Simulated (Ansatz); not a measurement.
# BrClSn: the cost of one run

The runs use Ansatz 0.2.0, Gaussian basis; the settings change from run to run.

## (1) The molecule

The structure was relaxed beforehand with PBE0-D4 in a triple-zeta def2 set. Sn takes a core potential in def2 sets; no spin-orbit term is included.

SMILES `[Cl][Sn][Br]`, 3 atoms, charge 0, spin multiplicity 1.

Atoms are counted from 1 here; the program's logs count them from 0.

Bond lengths: Cl1–Sn2 2.363 Å, Sn2–Br3 2.518 Å. Angles: Cl1–Sn2–Br3 98.8°.

Coordinates:

```xyz
3
charge 0, multiplicity 1
Cl    0.58052    1.71084    0.49518
Sn   -0.92695    0.17687   -0.48482
Br    0.33553   -1.95251   -0.02356
```

## (2) LC-wPBE/ANO-RCC-VTZP

The input, in.yaml:

```yaml
crystal:
  periodic: [false, false, false]
  atoms:
    - {symbol: Cl, position_ang: [0.580523, 1.710844, 0.495184]}
    - {symbol: Sn, position_ang: [-0.926950, 0.176870, -0.484822]}
    - {symbol: Br, position_ang: [0.335528, -1.952514, -0.023563]}
basis:
  gaussian: {orbitals: ANO-RCC-VTZP}
hamiltonian: {xc: {name: LC-wPBE}}
output: {forces: true}
```

Command:

```
ansatz run in.yaml --threads 4 --pin off --events-out ev --progress --plain --max-ram 10444MiB
```

What time and memory should one allow on 4 threads of Arm Neoverse V1, shared host?

About 6.5 s, with a peak of 0.43 GiB.
